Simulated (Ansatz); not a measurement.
# SnTe: a single-point run

Wanted: a converged single-point run for SnTe, and a check of what comes out. The structure is shown as the input types it.

Method: density functional or hybrid calculation with the settings of its input, plane waves (as first typed), in Ansatz 0.2.0.

4 further runs of the same task are left out: 4 that didn't finish.

## Step 1: The starting structure

It takes space group Fm-3m (No. 225, cubic). Conventional cell: a = 6.379 Å, b = 6.379 Å, c = 6.379 Å, α = 90.00°, β = 90.00°, γ = 90.00°. Sn (site symmetry m-3m) is surrounded by 6 Te at 3.19 Å. Te (site symmetry m-3m) is surrounded by 6 Sn at 3.19 Å.

As a file:

```
CELL_PARAMETERS angstrom
0.00000 3.18933 3.18933
3.18933 0.00000 3.18933
3.18933 3.18933 0.00000
ATOMIC_POSITIONS crystal
Sn 0.00000 0.00000 0.00000
Te 0.50000 0.50000 0.50000
```

## Step 2: The calculation

Input file input.yaml:

```yaml
crystal:
  lattice:
    - [0.0, 3.1893300331, 3.1893300331]
    - [3.1893300331, 0.0, 3.1893300331]
    - [3.1893300331, 3.1893300331, 0.0]
  atoms:
    - { symbol: Sn, position: [0.0, 0.0, 0.0] }
    - { symbol: Te, position: [0.5, 0.5, 0.5] }
kpoints:
  mp_grid: { grid: [6, 6, 6] }
hamiltonian:
  xc: pbe
scf:
  occupations: { method: fermi_dirac, width: 0.02 }
  n_extra_bands: 4
  convergence: { dr2_threshold: 1.0 }
  max_iter: 85
output:
  forces: true
  stress: true
  eigenvalues: true
```

On the command line:

```bash
$ ansatz run input.yaml --threads 4 --pin off --max-ram 3686MiB --backend cpu --events-out ev --progress --plain --runs-dir out
```

What happens when this is run?

The run converged and reported no error, with warnings (force scf threshold loose, stress scf threshold loose). Its log warns: «scf.convergence.dr2_threshold = 1e0 eV is looser than this run's default, which is 1e-7 eV or tighter. The error in the forces grows as the threshold's square root ...»

The threshold asked is loose, but the program put off the close and ended at dr2 = 1.7e-9, so little accuracy was lost here.

To check: delete scf.convergence.dr2_threshold (the default then holds).
